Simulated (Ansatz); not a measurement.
# CdBr₂: up Jacob's ladder to CCSD(T)

An exercise on one series of results from a longer session: the logs are not shown, and one member is left open.

Method: functionals in def2-TZVPP, the program's frozen cores in correlated methods; program: Ansatz 0.2.0, Gaussian basis.

The runs, in order: LDA (SPW92), PBE-D4, revPBE-D4, BLYP-D4, r2SCAN-D4, B97M-V, PBE0-D4, B3LYP-D4, r2SCANh-D4, r2SCAN0-D4, HSE06-D4, BHLYP-D4, CAM-B3LYP-D4, LC-ωPBE, ωB97X-V, ωB97M-V, B2PLYP, PBE-QIDH; CCSD(T)/def2-SVP; CCSD(T)/def2-TZVPP; MP2/def2-QZVPP; extrapolation to the limit; RPA on PBE.

**The geometry**

All runs share one geometry, relaxed beforehand with PBE0-D4 in a triple-zeta def2 set. Cd takes the def2 core potential; no spin-orbit term is included.

SMILES `[Br][Cd][Br]`, 3 atoms, charge 0, spin multiplicity 1.

Atoms are counted from 1 here; the program's logs count them from 0.

Bond lengths: Br1–Cd2 2.401 Å, Cd2–Br3 2.401 Å. Angles: Br1–Cd2–Br3 179.8°.

The first run:

in.yaml reads:

```yaml
crystal:
  periodic: [false, false, false]
  atoms:
    - {symbol: Br, position_ang: [0.304058, 2.323410, 0.411566]}
    - {symbol: Cd, position_ang: [-0.006131, -0.021041, -0.005731]}
    - {symbol: Br, position_ang: [-0.308827, -2.367169, -0.419135]}
basis:
  gaussian: {orbitals: def2-TZVPP}
hamiltonian: {xc: lda}
output: {orbitals: {seedname: orbitals}}
```

Started as:

```console
$ ansatz run in.yaml --threads 4 --pin off --events-out ev --progress --plain --max-ram 10444MiB
```

Steps of the session up to this table: LDA; PBE-D4 (GGA); revPBE-D4 (GGA); BLYP-D4 (GGA); r2SCAN-D4 (meta-GGA); B97M-V (meta-GGA); PBE0-D4 (hybrid); B3LYP-D4 (hybrid); r2SCANh-D4 (hybrid); r2SCAN0-D4 (hybrid); HSE06-D4 (hybrid); BHLYP-D4 (hybrid); CAM-B3LYP-D4 (range-separated); LC-ωPBE (range-separated); ωB97X-V (range-separated); ωB97M-V (range-separated); B2PLYP (double hybrid); PBE-QIDH (double hybrid).

One of the session's tables, all rows but one given; the rest of the session is left out.

It belongs to the step «Frontier levels by functional». 

| functional | HOMO (eV) | LUMO (eV) | gap (eV) |
| --- | --- | --- | --- |
| LDA (SPW92) | -7.34 | -3.46 | 3.88 |
| PBE-D4 | -7.15 | -3.14 | 4.01 |
| revPBE-D4 | -7.08 | -3.02 | 4.06 |
| BLYP-D4 | -6.97 | -3.10 | 3.87 |
| r2SCAN-D4 | -7.46 | -2.94 | 4.53 |
| B97M-V | -7.49 | -2.96 | 4.53 |
| PBE0-D4 | -8.39 | -2.29 | 6.10 |
| B3LYP-D4 | -8.13 | -2.60 | 5.53 |
| r2SCANh-D4 | -7.92 | -2.63 | 5.29 |
| r2SCAN0-D4 | -8.61 | -2.18 | 6.43 |
| HSE06-D4 | -7.99 | -2.66 | 5.34 |
| BHLYP-D4 | -9.47 | -1.49 | 7.98 |
| CAM-B3LYP-D4 | ? | ? | ? |
| LC-ωPBE | -11.08 | -0.13 | 10.95 |
| ωB97X-V | -10.72 | -0.31 | 10.41 |
| ωB97M-V | -10.58 | -0.47 | 10.11 |

**Question.** Estimate the row for CAM-B3LYP-D4.

The run gave: HOMO (eV): -9.70; LUMO (eV): -1.40; gap (eV): 8.30. In the column «HOMO (eV)» it lies between ωB97M-V (-10.58) and BHLYP-D4 (-9.47).
